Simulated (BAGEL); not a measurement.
# [CuF4]− (SMILES [F][Cu-]([F])([F])[F]) at 5 levels

Aim: a comparison of 5 runs (HF/STO-3G, B3LYP/6-31G*, B3LYP/cc-pVDZ, PBE0/cc-pVDZ, RI-MP2/cc-pVDZ) of [CuF4]−. 

Program for the calculation: BAGEL 1.2.2.

6 further runs of the same task are left out: 6 that didn't finish.

## (1) Starting point

The species is [CuF4]− (5 atoms), meant as a singlet with charge -1. SMILES: `[F][Cu-]([F])([F])[F]`. Geometry: a GFN2-xTB relaxation, a rough one for these elements and not checked as a minimum.

Bond lengths: Cu1–F2 1.710 Å, Cu1–F3 1.710 Å, Cu1–F4 1.710 Å, Cu1–F5 1.710 Å. Angles: F2–Cu1–F3 90.0°, F2–Cu1–F4 180.0°, F2–Cu1–F5 90.0°, F3–Cu1–F4 90.0°, F3–Cu1–F5 180.0°, F4–Cu1–F5 90.0°.

## (2) The energy at HF/STO-3G (density fitting with qzvpp-jkfit) (run 1)

Contents of calc.json:

```json
{ "bagel" : [

{
  "title" : "molecule",
  "basis" : "sto-3g",
  "df_basis" : "qzvpp-jkfit",
  "angstrom" : true,
  "geometry" : [
    { "atom" : "Cu", "xyz" : [      -0.000070,       0.000020,       0.000110 ] },
    { "atom" : "F", "xyz" : [       1.709960,      -0.024440,       0.004380 ] },
    { "atom" : "F", "xyz" : [       0.024480,       1.709950,       0.007330 ] },
    { "atom" : "F", "xyz" : [      -1.709960,       0.024470,      -0.004370 ] },
    { "atom" : "F", "xyz" : [      -0.024400,      -1.710000,      -0.007450 ] }
  ]
},

{ "title" : "hf", "charge" : -1 },

{ "title" : "print", "file" : "orbitals.molden", "orbitals" : true }

]}
```

Run with:

```console
$ BAGEL_NUM_THREADS=1 BAGEL calc.json > calc.out
```

Output:

```text
* using 1 threads per process

  ===============================================================
  ===============================================================

  *** Geometry ***

  { "atom" : "Cu", "xyz" : [     -0.000132,      0.000038,      0.000208 ] },
  { "atom" : "F", "xyz" : [      3.231356,     -0.046185,      0.008277 ] },
  { "atom" : "F", "xyz" : [      0.046260,      3.231337,      0.013852 ] },
  { "atom" : "F", "xyz" : [     -3.231356,      0.046242,     -0.008258 ] },
  { "atom" : "F", "xyz" : [     -0.046109,     -3.231432,     -0.014078 ] },

  Number of auxiliary basis functions:      572

  Since a DF basis is specified, we compute 2- and 3-index integrals:
    o Being stored without compression. Storage requirement is 0.007 GB

  Number of basis functions:       38
  Number of electrons      :       65

    * METHOD: MOLECULE                             0.25

  *** RHF ***

  === Nuclear Repulsion ===
   419.0035735180

      * DIIS with orbital gradients will be used.

  === RHF iteration (sto-3g) ===
      0      -2007.55023206          0.07119359           0.05
      1      -2008.69207285          0.04961512           0.04
      2      -2012.20559772          0.01745856           0.04
[... 14 lines of this table left out ...]
     17      -2012.39388645          0.00000001           0.04
    * SCF iteration converged.

    * Permanent dipole moment:
           (    0.000285,    -0.000093,    -0.000226) a.u.

    * METHOD: HF                                   0.87

    * METHOD: PRINT                                0.00

  ===============================================================
```

Run time: 1.2 s. Hardware: 1 thread of Arm Neoverse V1, shared host.

## (3) The energy at B3LYP/6-31G(d) (density fitting with qzvpp-jkfit, spherical functions) (run 2)

Contents of calc.json:

```json
{ "bagel" : [

{
  "title" : "molecule",
  "basis" : "6-31gs.json",
  "df_basis" : "qzvpp-jkfit",
  "angstrom" : true,
  "geometry" : [
    { "atom" : "Cu", "xyz" : [   -0.000070,    0.000020,    0.000110 ] },
    { "atom" : "F", "xyz" : [    1.709960,   -0.024440,    0.004380 ] },
    { "atom" : "F", "xyz" : [    0.024480,    1.709950,    0.007330 ] },
    { "atom" : "F", "xyz" : [   -1.709960,    0.024470,   -0.004370 ] },
    { "atom" : "F", "xyz" : [   -0.024400,   -1.710000,   -0.007450 ] }
  ]
},
{ "title" : "ks", "xc_func" : "b3lyp", "charge" : -1 },
{ "title" : "print", "file" : "orbitals.molden", "orbitals" : true }

]}
```

The basis set 6-31G* is read from a file made from the Basis Set Exchange's data (not shown).

Run with:

```console
$ BAGEL_NUM_THREADS=1 BAGEL calc.json > calc.out
```

Output:

```text
* using 1 threads per process

  ===============================================================
  ===============================================================

  *** Geometry ***

  { "atom" : "Cu", "xyz" : [     -0.000132,      0.000038,      0.000208 ] },
  { "atom" : "F", "xyz" : [      3.231356,     -0.046185,      0.008277 ] },
  { "atom" : "F", "xyz" : [      0.046260,      3.231337,      0.013852 ] },
  { "atom" : "F", "xyz" : [     -3.231356,      0.046242,     -0.008258 ] },
  { "atom" : "F", "xyz" : [     -0.046109,     -3.231432,     -0.014078 ] },

  Number of auxiliary basis functions:      572

  Since a DF basis is specified, we compute 2- and 3-index integrals:
    o Being stored without compression. Storage requirement is 0.037 GB

  Number of basis functions:       90
  Number of electrons      :       65

    * METHOD: MOLECULE                             0.37

  *** Kohn-Sham DFT ***

    * Removing 8781 points whose weight is below 1.00e-10
    * Grid points: 65749

  === Nuclear Repulsion ===
   419.0035735180

       - DIIS with orbital gradients will be used.

  === KS iteration (b3lyp / 6-31gs.json) ===
      0      -1868.35029393          0.21345524           0.34
      1      -1854.09762144          0.18644495           0.32
      2      -1841.99280222          0.18135872           0.32
[... 29 lines of this table left out ...]
     32      -2039.74474271          0.00000001           0.32
    * SCF iteration converged.

    * Permanent dipole moment:
           (    0.000253,    -0.000133,    -0.000274) a.u.

    * METHOD: KS                                  10.80

    * METHOD: PRINT                                0.02

  ===============================================================
```

Wall time 11 s (1 thread of Arm Neoverse V1, shared host); peak memory 0.34 GiB.

Runs 3 to 4 aren't shown in full; the table further down has their settings and results.

## (4) The energy at RI-MP2/cc-pVDZ (density fitting with qzvpp-jkfit) (run 5)

Contents of input.json:

```json
{ "bagel" : [

{
  "title" : "molecule",
  "basis" : "cc-pvdz.json",
  "df_basis" : "qzvpp-jkfit",
  "angstrom" : true,
  "geometry" : [
    { "atom" : "Cu", "xyz" : [      -0.000070,       0.000020,       0.000110 ] },
    { "atom" : "F", "xyz" : [       1.709960,      -0.024440,       0.004380 ] },
    { "atom" : "F", "xyz" : [       0.024480,       1.709950,       0.007330 ] },
    { "atom" : "F", "xyz" : [      -1.709960,       0.024470,      -0.004370 ] },
    { "atom" : "F", "xyz" : [      -0.024400,      -1.710000,      -0.007450 ] }
  ]
},

{
  "title" : "hf",
  "charge" : -1
},

{
  "title" : "mp2",
  "charge" : -1,
  "ncore" : 9
}

]}
```

The basis set cc-pVDZ is read from a file made from the Basis Set Exchange's data (not shown).

Run with:

```console
$ BAGEL_NUM_THREADS=1 BAGEL input.json > input.out
```

Output:

```text
* using 1 threads per process

  ===============================================================
  ===============================================================

  *** Geometry ***

[... 29 lines left out ...]
    * SCF iteration converged.
[... 1 line left out ...]
    * Permanent dipole moment:
[... 2 lines left out ...]
    * METHOD: HF                                   2.13

  *** RHF ***

  === Nuclear Repulsion ===
   419.0035735180

      * DIIS with orbital gradients will be used.

  === RHF iteration (cc-pvdz.json) ===
      0      -2036.78102007          0.00000000           0.13
    * SCF iteration converged.

    * Permanent dipole moment:
           (    0.000395,    -0.000176,    -0.000431) a.u.

  === DF-MP2 calculation ===

    * freezing 9 orbitals
    * 3-index integral transformation done
    * assembly done

      MP2 correlation energy:   -1.3954106671      0.12

      MP2 total energy:       -2038.1764307344

    * METHOD: MP2                                  0.40

  ===============================================================
```

Wall time 3.3 s (1 thread of Arm Neoverse V1, shared host); peak memory 0.17 GiB.

## (5) Overview of the runs

```csv
run,level,frozen core orbitals,energy (Eh),HOMO energy (eV),LUMO energy (eV),HOMO–LUMO gap (eV),wall time
1,HF/STO-3G (density fitting with qzvpp-jkfit),–,-2012.393886,-2.40,13.55,15.95,1.2 s
2,"B3LYP/6-31G* (density fitting with qzvpp-jkfit, spherical functions)",–,-2039.744743,-3.15,1.71,4.86,11 s
3,B3LYP/cc-pVDZ (density fitting with qzvpp-jkfit),–,-2040.086019,-3.45,1.25,4.70,14 s
4,PBE0/cc-pVDZ (density fitting with qzvpp-jkfit),–,-2039.412121,-3.84,1.46,5.29,12 s
5,RI-MP2/cc-pVDZ (density fitting with qzvpp-jkfit),9,-2038.176431,–,–,–,3.3 s
```

## (6) Results

| quantity | value |
| --- | --- |
| run 5: total energy | -2038.17643 Eh |
| run 5: correlation energy (9 core orbitals frozen) | -1395.4 mEh |

What this shows: Over runs 1, 2, 3, 4 the HOMO–LUMO gap runs from 4.70 eV (B3LYP/cc-pVDZ) to 15.95 eV (HF/STO-3G). The two ends differ in method and basis. The empty levels of an anion lie above zero and hang on the basis. Totals of different functionals can't be ranked against each other. In run 1 the basis is minimal, so the values are rough. All runs together took 42 s, the longest 14 s.
